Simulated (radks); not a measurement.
**Ionisation of P⁶⁺: one atom, several choices of relativity**

How much does the choice of relativity matter for taking an electron from P⁶⁺? Both P⁶⁺ ([He] 2s2 2p5) and P⁷⁺ ([He] 2s2 2p4) are run for each choice.

Method: Kohn-Sham, PBE, spin-unpolarised, spherical densities. Code: radks (a radial shooting solver on a logarithmic mesh, Libxc functionals) version 1.

### 1 The atom as given

| Property | Result |
| --- | --- |
| element | phosphorus (Z = 15) |
| charge | +6 |
| electrons | 9 |
| configuration | [He] 2s2 2p5 |
| ion | P⁷⁺, [He] 2s2 2p4 |
| choices | non-relativistic; scalar-relativistic; Dirac, 2j+1 shares; Dirac, low j first; scalar-relativistic, finite nucleus; Dirac, 2j+1 shares, finite nucleus; Dirac, c × 1.5; Dirac, c × 0.75; Dirac, c × 3 |

### 2 non-relativistic: P⁶⁺

The run's settings:

```text
Z 15
configuration [He] 2s2 2p5
relativity non-relativistic
functional pbe,pbe
spin unpolarised
nucleus point
```

### 3 non-relativistic: P⁷⁺

The run's settings:

```text
Z 15
configuration [He] 2s2 2p4
relativity non-relativistic
functional pbe,pbe
spin unpolarised
nucleus point
```

### 4 scalar-relativistic: P⁶⁺

The run's settings:

```text
Z 15
configuration [He] 2s2 2p5
relativity scalar-relativistic
functional pbe,pbe
spin unpolarised
nucleus point
c 137.035999084
```

### 5 scalar-relativistic: P⁷⁺

The run's settings:

```text
Z 15
configuration [He] 2s2 2p4
relativity scalar-relativistic
functional pbe,pbe
spin unpolarised
nucleus point
c 137.035999084
```

### 6 Dirac, 2j+1 shares: P⁶⁺

The run's settings:

```text
Z 15
configuration [He] 2s2 2p5
relativity Dirac
functional pbe,pbe
spin unpolarised
j_filling average
nucleus point
c 137.035999084
```

### 7 Dirac, 2j+1 shares: P⁷⁺

Changes since step 6:

```diff
@@ -1,3 +1,3 @@
 Z 15
-configuration [He] 2s2 2p5
+configuration [He] 2s2 2p4
 relativity Dirac
```

### 8 Dirac, low j first: P⁶⁺

The run's settings:

```text
Z 15
configuration [He] 2s2 2p5
relativity Dirac
functional pbe,pbe
spin unpolarised
j_filling energy
nucleus point
c 137.035999084
```

### 9 Dirac, low j first: P⁷⁺

Changes since step 8:

```diff
@@ -1,3 +1,3 @@
 Z 15
-configuration [He] 2s2 2p5
+configuration [He] 2s2 2p4
 relativity Dirac
```

### 10 scalar-relativistic, finite nucleus: P⁶⁺

The run's settings:

```text
Z 15
configuration [He] 2s2 2p5
relativity scalar-relativistic
functional pbe,pbe
spin unpolarised
nucleus finite rms 3.1889 fm
c 137.035999084
```

### 11 scalar-relativistic, finite nucleus: P⁷⁺

Changes since step 10:

```diff
@@ -1,3 +1,3 @@
 Z 15
-configuration [He] 2s2 2p5
+configuration [He] 2s2 2p4
 relativity scalar-relativistic
```

### 12 Dirac, 2j+1 shares, finite nucleus: P⁶⁺

The run's settings:

```text
Z 15
configuration [He] 2s2 2p5
relativity Dirac
functional pbe,pbe
spin unpolarised
j_filling average
nucleus finite rms 3.1889 fm
c 137.035999084
```

### 13 Dirac, 2j+1 shares, finite nucleus: P⁷⁺

Changes since step 12:

```diff
@@ -1,3 +1,3 @@
 Z 15
-configuration [He] 2s2 2p5
+configuration [He] 2s2 2p4
 relativity Dirac
```

### 14 Dirac, c × 1.5: P⁶⁺

The run's settings:

```text
Z 15
configuration [He] 2s2 2p5
relativity Dirac
functional pbe,pbe
spin unpolarised
j_filling average
nucleus point
c 205.554
```

### 15 Dirac, c × 1.5: P⁷⁺

Changes since step 14:

```diff
@@ -1,3 +1,3 @@
 Z 15
-configuration [He] 2s2 2p5
+configuration [He] 2s2 2p4
 relativity Dirac
```

### 16 Dirac, c × 0.75: P⁶⁺

The run's settings:

```text
Z 15
configuration [He] 2s2 2p5
relativity Dirac
functional pbe,pbe
spin unpolarised
j_filling average
nucleus point
c 102.777
```

### 17 Dirac, c × 0.75: P⁷⁺

Changes since step 16:

```diff
@@ -1,3 +1,3 @@
 Z 15
-configuration [He] 2s2 2p5
+configuration [He] 2s2 2p4
 relativity Dirac
```

### 18 Dirac, c × 3: P⁶⁺

The run's settings:

```text
Z 15
configuration [He] 2s2 2p5
relativity Dirac
functional pbe,pbe
spin unpolarised
j_filling average
nucleus point
c 411.108
```

### 19 Dirac, c × 3: P⁷⁺

Changes since step 18:

```diff
@@ -1,3 +1,3 @@
 Z 15
-configuration [He] 2s2 2p5
+configuration [He] 2s2 2p4
 relativity Dirac
```

**Question.** What will these runs give? Wanted: for each run, relativity; E(P⁶⁺); Δ-SCF; −ε(HOMO); <r> HOMO; error.

As calculated:

```csv
relativity,E(P⁶⁺) (hartree),Δ-SCF (eV),−ε(HOMO) (eV),<r> HOMO (bohr),error (eV)
non-relativistic,-326.45039,267.57,244.19,0.4596,+4.00
scalar-relativistic,-327.29318,267.71,244.32,0.4590,+4.14
"Dirac, 2j+1 shares",-327.29371,267.71,243.97,0.4596,+4.14
"Dirac, low j first",-327.30614,267.32,243.94,0.4596,+3.75
"scalar-relativistic, finite nucleus",-327.29291,267.71,244.32,0.4590,+4.14
"Dirac, 2j+1 shares, finite nucleus",-327.29344,267.71,243.97,0.4596,+4.14
"Dirac, c × 1.5",-326.82397,267.63,244.09,0.4596,+4.06
"Dirac, c × 0.75",-327.95658,267.83,243.79,0.4596,+4.26
"Dirac, c × 3",-326.54360,267.58,244.16,0.4596,+4.01
```

In words: The NIST Atomic Spectra Database lists 263.6 eV (semi-empirical). The smallest miss is that of Dirac, low j first (+3.75 eV), the largest that of Dirac, 2j+1 shares, finite nucleus (+4.14 eV). Runs with a scaled speed of light are not ranked. The ionisation energies span 0.51 eV, the total energies of P⁶⁺ 41.0 eV (scaled speeds of light included): most of the change in the total cancels in the difference. From the non-relativistic level to Dirac, 2j+1 shares, finite nucleus the 1s level goes from -2214.0 to -2220.4 eV and the ionisation energy moves by +0.15 eV. Levels marked c × scale the speed of light and are no model of nature. Spin polarisation and multiplet splitting of open shells are left out at every level.
